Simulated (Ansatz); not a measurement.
# VMo2Se4 (element-swapped structure): how the settings move a single-point run

How sensitive is a single-point run of VMo2Se4 (element-swapped structure) to its settings? A reference run comes first, then four runs with altered input.

Method: reference: DFT r2SCAN, plane waves, PAW, scalar-relativistic, no spin polarisation, in Ansatz 0.2.0.

## (1) The system as given

It takes space group C2/m (No. 12, monoclinic). The conventional cell has a = 13.330 Å, b = 3.363 Å, c = 6.183 Å, α = 90.00°, β = 114.68°, γ = 90.00°. Se (site symmetry m) has 2 V at 2.50 Å and 3 Mo at 2.65 to 2.72 Å as nearest neighbours. V (site symmetry 2/m) is surrounded by 6 Se at 2.50 to 2.54 Å. Se (site symmetry m) has 3 Mo at 2.48 to 2.49 Å and 1 V at 2.54 Å as nearest neighbours. Mo (site symmetry m) is surrounded by 6 Se at 2.48 to 2.72 Å.

As a file:

```cif
data_structure
_symmetry_space_group_name_H-M 'C2/m'
_symmetry_Int_Tables_number 12
_cell_length_a 13.3304
_cell_length_b 3.3630
_cell_length_c 6.1825
_cell_angle_alpha 90.000
_cell_angle_beta 114.683
_cell_angle_gamma 90.000
_cell_volume 251.84
loop_
_atom_site_label
_atom_site_type_symbol
_atom_site_symmetry_multiplicity
_atom_site_Wyckoff_symbol
_atom_site_fract_x
_atom_site_fract_y
_atom_site_fract_z
_atom_site_occupancy
Se1 Se 4 i 0.86750 0.50000 0.02740 1
V1 V 2 a 0.00000 0.00000 0.00000 1
Se2 Se 4 i 0.89380 0.00000 0.55070 1
Mo1 Mo 4 i 0.75610 0.50000 0.30960 1
```

## (2) Reference

File input.yaml:

```yaml
crystal:
  lattice:
    - [0.0, 3.363023, 0.0]
    - [6.182517, 0.0, 0.0]
    - [-2.783401, 1.681512, -6.056227]
  atoms:
    - { symbol: Se, position: [0.3675, 0.9726, 0.265] }
    - { symbol: Se, position: [0.6325, 0.0274, 0.735] }
    - { symbol: V, position: [0.0, 0.0, 0.0] }
    - { symbol: Se, position: [0.8938, 0.4493, 0.2124] }
    - { symbol: Se, position: [0.1062, 0.5507, 0.7876] }
    - { symbol: Mo, position: [0.2561, 0.6904, 0.4878] }
    - { symbol: Mo, position: [0.7439, 0.3096, 0.5122] }
  symmetry: { tolerance: 0.0003 }
kpoints:
  mp_grid: { grid: [6, 3, 6], shift: [0, 0, 0] }
magnetization:
  spin_polarized: false
scf:
  occupations: { method: fermi_dirac }
hamiltonian:
  pseudopotentials: { kind: paw }
  xc: r2scan
basis:
  ecutwfc: 500
output:
  forces: true
  stress: true
  eigenvalues: true
  write_density: true
  write_potential: true
  elf: true
  volumetric_format: npy
```

Command:

```sh
$ ansatz run input.yaml --threads 1 --pin off --max-ram 2560MiB --backend cpu --events-out ev --progress --plain --runs-dir out
```

## (3) Changing settings: mp_grid.grid [4, 2, 4], xc lda

input.yaml, as its differences from that of step 2:

```diff
@@ -15,3 +15,3 @@
 kpoints:
-  mp_grid: { grid: [6, 3, 6], shift: [0, 0, 0] }
+  mp_grid: { grid: [4, 2, 4], shift: [0, 0, 0] }
 magnetization:
@@ -22,3 +22,3 @@
   pseudopotentials: { kind: paw }
-  xc: r2scan
+  xc: lda
 basis:
@@ -29,5 +29 @@
   eigenvalues: true
-  write_density: true
-  write_potential: true
-  elf: true
-  volumetric_format: npy
```

## (4) Variant: occupations.width 0.01

input.yaml, as its differences from that of step 2:

```diff
@@ -19,3 +19,3 @@
 scf:
-  occupations: { method: fermi_dirac }
+  occupations: { method: fermi_dirac, width: 0.01 }
 hamiltonian:
@@ -29,5 +29 @@
   eigenvalues: true
-  write_density: true
-  write_potential: true
-  elf: true
-  volumetric_format: npy
```

## (5) Changed: mp_grid.grid [9, 4, 9], dr2_threshold 1.0e-08

input.yaml, as its differences from that of step 2:

```diff
@@ -15,3 +15,3 @@
 kpoints:
-  mp_grid: { grid: [6, 3, 6], shift: [0, 0, 0] }
+  mp_grid: { grid: [9, 4, 9], shift: [0, 0, 0] }
 magnetization:
@@ -20,2 +20,3 @@
   occupations: { method: fermi_dirac }
+  convergence: { dr2_threshold: 1.0e-08 }
 hamiltonian:
@@ -29,5 +30 @@
   eigenvalues: true
-  write_density: true
-  write_potential: true
-  elf: true
-  volumetric_format: npy
```

## (6) Changing settings: dr2_threshold 1.0e-11

input.yaml, as its differences from that of step 2:

```diff
@@ -20,2 +20,3 @@
   occupations: { method: fermi_dirac }
+  convergence: { dr2_threshold: 1.0e-11 }
 hamiltonian:
@@ -29,5 +30 @@
   eigenvalues: true
-  write_density: true
-  write_potential: true
-  elf: true
-  volumetric_format: npy
```

Q: Predict the outcome of this session. Wanted: for each run, ending; energy change; pressure; gap; force.

The runs gave:

```csv
run,ending,energy change,pressure (GPa),gap (eV),force (eV/Å),cycles,time
reference,converged,0,2.0,0.00,0.86,9,43 s
"1: mp_grid.grid [4, 2, 4], xc lda",converged,not comparable,-5.3,0.00,0.78,8,6.8 s
2: occupations.width 0.01,converged,+0.3 meV/atom (σ→0),1.9,0.00,0.83,9,33 s
"3: mp_grid.grid [9, 4, 9], dr2_threshold 1.0e-08",converged,-0.6 meV/atom,2.0,0.00,0.86,10,98 s
4: dr2_threshold 1.0e-11,converged,0.0 meV/atom,2.0,0.00,0.86,13,44 s
```

Times don't compare one to one where runs were asked for different outputs or read a saved state (see the inputs); cycles may leave out searches for a lower state.

Residual by cycle in the longest SCF loop of each run; runs are numbered as in the table. The quantity is the density residual dr2, in eV.

```csv
cycle,reference,run 1,run 2,run 3,run 4
1,0.319,0.571,0.293,0.326,0.319
2,0.0904,0.0161,0.0483,0.109,0.0904
3,0.00382,0.00433,0.0086,0.00403,0.00382
4,7.2e-4,6.8e-4,0.00205,7.9e-4,7.2e-4
5,9.9e-5,4.1e-5,4.1e-4,1.3e-4,9.9e-5
6,2.4e-5,3.5e-6,8.1e-5,2.9e-5,2.4e-5
8,1.1e-7,6.6e-9,2.1e-7,8.2e-8,1.1e-7
9,3.4e-8,-,9.3e-8,2.5e-8,3.4e-8
10,-,-,-,1.7e-9,2.1e-9
11,-,-,-,-,1.2e-10
12,-,-,-,-,1.6e-11
13,-,-,-,-,7.6e-13
```

Of the variants the dearest is «mp_grid.grid [9, 4, 9], dr2_threshold 1.0e-08» (98 s), the cheapest «mp_grid.grid [4, 2, 4], xc lda» (6.8 s), on a shared host. The reference has no spin polarisation; with Mo and V present, a magnetic state may lie lower.

The reference has limits of its own: its mesh is coarse for a cell with so small a gap or none; the structure is made up and not relaxed.
